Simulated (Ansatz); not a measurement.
# Alloy of ZnO and MgO (22 of 48 Zn sites exchanged), 96 atoms

An exercise on one series of results from a longer session: the logs are not shown, and one member is left open.

All numbers are computed with Ansatz 0.2.0 (PAW, plane waves).

## Starting point

96 atoms (22 Mg, 26 Zn, 48 O); a = 9.789 Å, b = 11.304 Å, c = 10.255 Å, α = 90.00°, β = 90.00°, γ = 90.00°. All atoms were shaken off their sites by about 0.02 Å along each axis.

Plan of the steps: (2) PBEsol cell relaxation at the single k point (¼, ¼, ¼), on 1 × NVIDIA H100 80GB HBM3 with 11 threads of AMD EPYC 7R13; (3) PBE single point at the Γ point alone, on 1 × NVIDIA H100 80GB HBM3 with 11 threads of AMD EPYC 7R13; (4) r²SCAN single point at the Γ point alone, on 1 × NVIDIA H100 80GB HBM3 with 11 threads of AMD EPYC 7R13; (5) HSE06 single point at the Γ point alone, on 1 × NVIDIA H100 80GB HBM3 with 11 threads of AMD EPYC 7R13; (6) HSE06 with spin–orbit coupling single point at the Γ point alone, on 1 × NVIDIA H100 80GB HBM3 with 11 threads of AMD EPYC 7R13.

Set-up of the first run:

The input, in.yaml:

```yaml
crystal:
  lattice:
    - [9.789153, 0.000000, 0.000000]
    - [0.000000, 11.303540, 0.000000]
    - [0.000000, 0.000000, 10.254518]
  atoms:
    - { symbol: Mg, position: [0.164730, 0.081446, 0.247430] }
    - { symbol: Mg, position: [0.997345, 0.335021, 0.247059] }
    - { symbol: Mg, position: [0.999975, 0.333828, 0.749737] }
    - { symbol: Mg, position: [0.500691, 0.086142, 0.745105] }
    - { symbol: Mg, position: [0.165712, 0.584765, 0.749882] }
    - { symbol: Mg, position: [0.001942, 0.835445, 0.747433] }
    - { symbol: Mg, position: [0.835880, 0.082563, 0.247113] }
    - { symbol: Mg, position: [0.664625, 0.334792, 0.246177] }
    - { symbol: Mg, position: [0.499026, 0.583145, 0.245953] }
    - { symbol: Mg, position: [0.833044, 0.588834, 0.748224] }
    - { symbol: Mg, position: [0.000979, 0.165930, 0.995230] }
    - { symbol: Mg, position: [0.333422, 0.165767, 0.500700] }
    - { symbol: Mg, position: [0.334191, 0.167647, 0.995532] }
    - { symbol: Mg, position: [0.999075, 0.666235, 0.500007] }
    - { symbol: Mg, position: [0.664574, 0.164038, 0.996148] }
    - { symbol: Mg, position: [0.502000, 0.415480, 0.496443] }
    - { symbol: Mg, position: [0.499895, 0.418279, 0.996334] }
    - { symbol: Mg, position: [0.331620, 0.664798, 0.997876] }
    - { symbol: Mg, position: [0.832020, 0.418377, 0.996839] }
    - { symbol: Mg, position: [0.666882, 0.667715, 0.994535] }
    - { symbol: Mg, position: [0.500561, 0.918416, 0.996602] }
    - { symbol: Mg, position: [0.831311, 0.917735, 0.997703] }
    - { symbol: Zn, position: [0.164218, 0.084670, 0.748651] }
    - { symbol: Zn, position: [0.501305, 0.085573, 0.250011] }
    - { symbol: Zn, position: [0.334398, 0.333685, 0.247109] }
    - { symbol: Zn, position: [0.332683, 0.332323, 0.746675] }
    - { symbol: Zn, position: [0.167504, 0.582331, 0.247708] }
    - { symbol: Zn, position: [0.998783, 0.832307, 0.246833] }
    - { symbol: Zn, position: [0.833228, 0.082332, 0.750449] }
    - { symbol: Zn, position: [0.666146, 0.335267, 0.750680] }
    - { symbol: Zn, position: [0.501989, 0.583306, 0.747025] }
    - { symbol: Zn, position: [0.334371, 0.832019, 0.244035] }
    - { symbol: Zn, position: [0.334333, 0.833314, 0.748083] }
    - { symbol: Zn, position: [0.834733, 0.581412, 0.247317] }
    - { symbol: Zn, position: [0.666084, 0.833555, 0.246689] }
    - { symbol: Zn, position: [0.663988, 0.832399, 0.749484] }
    - { symbol: Zn, position: [0.000788, 0.167364, 0.493270] }
    - { symbol: Zn, position: [0.164899, 0.416498, 0.497627] }
    - { symbol: Zn, position: [0.168795, 0.417777, 0.995664] }
    - { symbol: Zn, position: [0.003285, 0.665647, 0.998343] }
    - { symbol: Zn, position: [0.669167, 0.165459, 0.497267] }
    - { symbol: Zn, position: [0.332548, 0.668905, 0.496610] }
    - { symbol: Zn, position: [0.165203, 0.914634, 0.497273] }
    - { symbol: Zn, position: [0.167751, 0.916125, 0.996239] }
    - { symbol: Zn, position: [0.828877, 0.415125, 0.496775] }
    - { symbol: Zn, position: [0.668044, 0.665336, 0.498139] }
    - { symbol: Zn, position: [0.499195, 0.916307, 0.498118] }
    - { symbol: Zn, position: [0.832256, 0.917843, 0.495030] }
    - { symbol: O, position: [0.000792, 0.162205, 0.191569] }
    - { symbol: O, position: [0.998960, 0.168438, 0.690509] }
    - { symbol: O, position: [0.336058, 0.166290, 0.192901] }
    - { symbol: O, position: [0.332377, 0.167165, 0.689137] }
    - { symbol: O, position: [0.167705, 0.414286, 0.188055] }
    - { symbol: O, position: [0.169662, 0.419035, 0.692060] }
    - { symbol: O, position: [0.999627, 0.667890, 0.186314] }
    - { symbol: O, position: [0.997478, 0.668016, 0.691311] }
    - { symbol: O, position: [0.668977, 0.163976, 0.192900] }
    - { symbol: O, position: [0.663472, 0.168663, 0.693283] }
    - { symbol: O, position: [0.495653, 0.414512, 0.190765] }
    - { symbol: O, position: [0.497696, 0.413191, 0.692117] }
    - { symbol: O, position: [0.332529, 0.665598, 0.190434] }
    - { symbol: O, position: [0.332281, 0.667464, 0.690449] }
    - { symbol: O, position: [0.166816, 0.917786, 0.190781] }
    - { symbol: O, position: [0.165940, 0.920417, 0.689295] }
    - { symbol: O, position: [0.835949, 0.416732, 0.189689] }
    - { symbol: O, position: [0.832299, 0.416732, 0.693508] }
    - { symbol: O, position: [0.666670, 0.667661, 0.190848] }
    - { symbol: O, position: [0.665677, 0.666127, 0.689244] }
    - { symbol: O, position: [0.497111, 0.917560, 0.189515] }
    - { symbol: O, position: [0.499731, 0.917878, 0.692279] }
    - { symbol: O, position: [0.831789, 0.917026, 0.192552] }
    - { symbol: O, position: [0.834883, 0.912638, 0.692901] }
    - { symbol: O, position: [0.163382, 0.083334, 0.438278] }
    - { symbol: O, position: [0.165665, 0.085948, 0.941205] }
    - { symbol: O, position: [0.999667, 0.333556, 0.441983] }
    - { symbol: O, position: [0.999001, 0.337950, 0.937668] }
    - { symbol: O, position: [0.498647, 0.082522, 0.442427] }
    - { symbol: O, position: [0.496025, 0.082994, 0.937134] }
    - { symbol: O, position: [0.333410, 0.335332, 0.440052] }
    - { symbol: O, position: [0.333219, 0.332191, 0.940745] }
    - { symbol: O, position: [0.163860, 0.583160, 0.441021] }
    - { symbol: O, position: [0.165870, 0.582036, 0.943536] }
    - { symbol: O, position: [0.995457, 0.833472, 0.437201] }
    - { symbol: O, position: [0.996601, 0.831449, 0.937377] }
    - { symbol: O, position: [0.834374, 0.081593, 0.442105] }
    - { symbol: O, position: [0.833969, 0.084201, 0.941249] }
    - { symbol: O, position: [0.665117, 0.334496, 0.443180] }
    - { symbol: O, position: [0.664570, 0.332970, 0.938580] }
    - { symbol: O, position: [0.502248, 0.579800, 0.443878] }
    - { symbol: O, position: [0.501123, 0.584747, 0.940479] }
    - { symbol: O, position: [0.332799, 0.833834, 0.439854] }
    - { symbol: O, position: [0.332912, 0.832016, 0.940317] }
    - { symbol: O, position: [0.830962, 0.583605, 0.438855] }
    - { symbol: O, position: [0.833020, 0.584687, 0.940757] }
    - { symbol: O, position: [0.664113, 0.835506, 0.441807] }
    - { symbol: O, position: [0.663699, 0.837218, 0.939504] }
  symmetry: { detect: false }
kpoints:
  mp_grid: { grid: [1, 1, 1], shift: [0.25, 0.25, 0.25] }
hamiltonian:
  xc: pbesol
scf:
  occupations: { method: fermi_dirac, width: 0.01 }
relax:
  f_tol: 0.03
  max_steps: 80
  escape_saddle: false
  adjacent_minimum: "off"
  cell: { fix: [alpha, beta, gamma] }
output:
  forces: true
  eigenvalues: true
  populations: true
```

The run is started by

```sh
> ansatz run in.yaml --threads 11 --pin off --max-ram 161500MiB --runs-dir r --events-out ev --progress --plain --backend cuda --devices 0, --max-vram 75GiB
```

Among the steps run: PBEsol relaxation of the cell and the positions; PBE single point; r²SCAN on the same atoms; HSE06 on the same atoms; Single point with HSE06 with spin–orbit coupling.

One table of the session follows, with a row left open; its other results are not shown here.

```
                         level  top filled to lowest empty (eV)
            PBEsol, relaxation                             2.57
                           PBE                             1.83
                        r²SCAN                                ?
                         HSE06                             3.58
HSE06 with spin–orbit coupling                             3.58
```

Q: Estimate the row for r²SCAN from the others.

As computed: top filled to lowest empty (eV): 2.31. In the column «top filled to lowest empty (eV)» it lies between PBE (1.83) and PBEsol, relaxation (2.57).

At the same k points, PBE gives a spacing 1.75 eV smaller and r²SCAN gives a spacing 1.26 eV smaller than the 3.58 eV of HSE06. The relaxation ran on other k points, so part of any difference from the later rows can come from the mesh. With one k point the spacing samples only the states that fold onto it, so it can exceed the gap over the zone.
